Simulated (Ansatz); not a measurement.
**BrH₅OSi: a reaction path by the nudged elastic band**

Aim: the minimum-energy path between two given structures and its highest point. Both ends were relaxed at PBE0-D4 in triple zeta.

Program: Ansatz 0.2.0, Gaussian basis. Level of theory: PBE0-D4/def2-SVP. These are calculated values, not measurements.

22 further runs of the same task are left out: 22 set aside as unsound or not needed. Runs told in other sessions of the task aren't counted.

## 1. Where the work starts

The first end: 8 atoms, charge 0, spin multiplicity 1.

Atoms are counted from 1 here; the program's logs count them from 0.

Bond lengths: Si1–H2 1.496 Å, Si1–H3 1.480 Å, Si1–H4 1.488 Å, Si1–O5 1.643 Å, O5–H8 0.961 Å, H6–Br7 1.424 Å. Angles: H2–Si1–H3 109.2°, H2–Si1–H4 107.2°, H2–Si1–O5 111.3°, H3–Si1–H4 110.1°, H3–Si1–O5 106.6°, H4–Si1–O5 112.5°, Si1–O5–H8 116.9°.

As a file:

```mol
BrH5OSi
  3D, bonds by distance, orders not assigned

  8  6  0  0  0  0  0  0  0  0999 V2000
    0.4211    0.8883   -0.4739 Si  0  0
    0.4325   -0.3768   -1.2717 H   0  0
    1.5558    1.7394   -0.8965 H   0  0
   -0.8678    1.5752   -0.7570 H   0  0
    0.6334    0.5851    1.1265 O   0  0
   -0.7257   -2.1049   -0.2325 H   0  0
   -1.4724   -2.2727    0.9689 Br  0  0
    0.0231   -0.0337    1.5361 H   0  0
  1  2  8  0
  1  3  8  0
  1  4  8  0
  1  5  8  0
  5  8  8  0
  6  7  8  0
M  END
```

The second end:

```
Si   -0.2033    0.6672    0.4661
H     0.7968   -1.7811   -2.8848
H     0.8166    0.6182   -0.5970
H    -1.2778    1.6460    0.1835
O     0.5913    1.0024    1.8526
H     0.3916   -1.8651   -2.2631
Br   -1.2083   -1.3148    0.5713
H     0.0932    1.0272    2.6713
```

## 2. The band at PBE0-D4/def2-SVP

neb/in.yaml

```yaml
crystal:
  periodic: [false, false, false]
  atoms:
    - {symbol: Si, position_ang: [0.421136, 0.888299, -0.473868]}
    - {symbol: H, position_ang: [0.432479, -0.376755, -1.271721]}
    - {symbol: H, position_ang: [1.555753, 1.739353, -0.896466]}
    - {symbol: H, position_ang: [-0.867807, 1.575193, -0.757036]}
    - {symbol: O, position_ang: [0.633426, 0.585128, 1.126511]}
    - {symbol: H, position_ang: [-0.725735, -2.104851, -0.232478]}
    - {symbol: Br, position_ang: [-1.472443, -2.272651, 0.968881]}
    - {symbol: H, position_ang: [0.023092, -0.033715, 1.536076]}
basis:
  gaussian: {orbitals: def2-SVP}
hamiltonian: {xc: pbe0, dispersion: d4}
neb:
  images: 5
  climbing: true
  max_iterations: 40
  initial_path: idpp
  final_atoms:
    - {symbol: Si, position_ang: [-0.203329, 0.667166, 0.466061]}
    - {symbol: H, position_ang: [0.796766, -1.781077, -2.884797]}
    - {symbol: H, position_ang: [0.816581, 0.618212, -0.596979]}
    - {symbol: H, position_ang: [-1.277842, 1.646047, 0.183539]}
    - {symbol: O, position_ang: [0.591283, 1.002371, 1.852579]}
    - {symbol: H, position_ang: [0.391558, -1.865138, -2.263092]}
    - {symbol: Br, position_ang: [-1.208295, -1.314801, 0.571259]}
    - {symbol: H, position_ang: [0.093177, 1.027222, 2.671329]}
```

Run with:

```console
ansatz run in.yaml --threads 4 --pin off --events-out ev --progress --plain --max-ram 9574MiB
```

The log of the run (excerpt; [...] marks lines left out):

```text
Functional definition: PBE0
  name "PBE0"
  cite "Adamo & Barone, J. Chem. Phys. 110, 6158 (1999) doi:10.1063/1.478522"
  cite "Perdew, Burke & Ernzerhof, Phys. Rev. Lett. 77, 3865 (1996) doi:10.1103/PhysRevLett.77.3865"
  parent pbe
[...]
917 factors; integrals over basis functions are off by at most 3.5e-4 eV
[...]
mean field -80026.84326153 eV, -2940.9322457187 hartree, gradient 1.0e-5 eV, S^2 0.000000; 0 other end points of the search recorded, 0 dependent functions left out
[...]
reference -80026.84328709 eV, -2940.9322466581 hartree; 31, 31 occupied and 58, 58 virtual orbitals, 917 factors
[... from here to the last solve, the lines of the solves are left out (169 solves) ...]
WARN: NEB end point (image 0): max|allowed force component| = 5.004e-1 eV/Å (the criterion of neb.relax_end_points is 1.000e-2). That is over neb.f_tol: it is no minimum, so the barrier can be far off. Relax it first
WARN: NEB end point (image 6): max|allowed force component| = 4.977e-1 eV/Å (the criterion of neb.relax_end_points is 1.000e-2). That is over neb.f_tol: it is no minimum, so the barrier can be far off. Relax it first
NEB iter   1: max|band force component| = 3.404e0 eV/Å  barrier→ = 4.4525 eV  barrier← = 5.1373 eV  Δτ_max = 0.2000 Å  (176 SCF iters)
[...]
NEB iter   7: max|band force component| = 5.829e-1 eV/Å  barrier→ = 0.9947 eV  barrier← = 1.6795 eV  Δτ_max = 0.1003 Å  (118 SCF iters)
[...]
NEB iter  13: max|band force component| = 3.038e-1 eV/Å  barrier→ = 1.1996 eV  barrier← = 1.8844 eV  CI = image 2  Δτ_max = 0.0485 Å  (124 SCF iters)
[...]
NEB iter  19: max|band force component| = 1.779e-1 eV/Å  barrier→ = 1.1770 eV  barrier← = 1.8618 eV  CI = image 2  Δτ_max = 0.0359 Å  (115 SCF iters)
[...]
NEB iter  24: max|band force component| = 6.792e-2 eV/Å  barrier→ = 1.1763 eV  barrier← = 1.8611 eV  CI = image 2  Δτ_max = 0.0359 Å  (104 SCF iters)
[...]
NEB iter  25: max|band force component| = 4.597e-2 eV/Å  barrier→ = 1.1763 eV  barrier← = 1.8611 eV  CI = image 2  Δτ_max = 0.0000 Å  (992 SCF iters)
Total energy: -80025.77393916 eV, -2940.8929488463 hartree
Atom 0 at     0.083787     0.565340    -0.191254 Å, force     0.001578    -0.003180    -0.006720 eV/Å
Atom 1 at     0.580056    -0.713889    -1.293206 Å, force    -0.002455     0.002336     0.003660 eV/Å
Atom 2 at     1.188753     1.289660    -0.882551 Å, force    -0.002310    -0.001653     0.001177 eV/Å
Atom 3 at    -1.216898     1.030982    -0.715375 Å, force     0.000645    -0.000131     0.001003 eV/Å
Atom 4 at     0.590898     0.612911     1.365217 Å, force     0.002626     0.002076     0.003933 eV/Å
Atom 5 at     0.017205    -1.171076    -0.797297 Å, force     0.002620     0.001548    -0.002247 eV/Å
Atom 6 at    -1.305726    -1.652121     0.574636 Å, force    -0.001350    -0.000422     0.001045 eV/Å
Atom 7 at     0.061826     0.038193     1.939728 Å, force    -0.001354    -0.000574    -0.001851 eV/Å
Dipole moment:     0.260141     0.340867    -0.325667 e Å
```

It took 2.7 min on 4 threads of Arm Neoverse V2, shared host.

The last band:

| image | path (Å) | energy (kJ/mol) | Si1–Br7 (Å) | H2–H6 (Å) | Si1–H2 (Å) | H6–Br7 (Å) |
| --- | --- | --- | --- | --- | --- | --- |
| 0 | 0.00 | 0.0 | 3.96 | 2.33 | 1.50 | 1.42 |
| 1 | 1.03 | 9.4 | 3.38 | 1.60 | 1.52 | 1.45 |
| 2 | 2.05 | 113.5 | 2.73 | 0.88 | 1.76 | 1.97 |
| 3 | 2.93 | 40.8 | 2.36 | 0.77 | 2.28 | 2.31 |
| 4 | 3.80 | -37.6 | 2.25 | 0.76 | 2.91 | 2.56 |
| 5 | 4.68 | -63.4 | 2.24 | 0.76 | 3.49 | 2.92 |
| 6 | 5.55 | -66.1 | 2.22 | 0.75 | 4.27 | 3.30 |

The highest image, 2:

```xyz
8

Si    0.0838    0.5653   -0.1913
H     0.5801   -0.7139   -1.2932
H     1.1888    1.2897   -0.8826
H    -1.2169    1.0310   -0.7154
O     0.5909    0.6129    1.3652
H     0.0172   -1.1711   -0.7973
Br   -1.3057   -1.6521    0.5746
H     0.0618    0.0382    1.9397
```

## 3. Outcome

```
                                                                       quantity                                                  value
                                                PBE0-D4/def2-SVP, 25 iterations  highest 113.5 kJ/mol (image 2), last end -66.1 kJ/mol
from earlier runs: barrier over the separately found saddle, CCSD(T)/def2-TZVPP                                           133.4 kJ/mol
```

The highest image lies 113.5 kJ/mol above the first end, and it climbed, so it estimates the saddle. The ends are not quite minima at this level (largest force component 0.50 eV/Å), so the heights are unreliable: relaxing the first end would lower it and raise the barrier above it. The highest image is 19.9 kJ/mol below the CCSD(T) barrier in triple zeta, which comes from separate runs on the saddle.
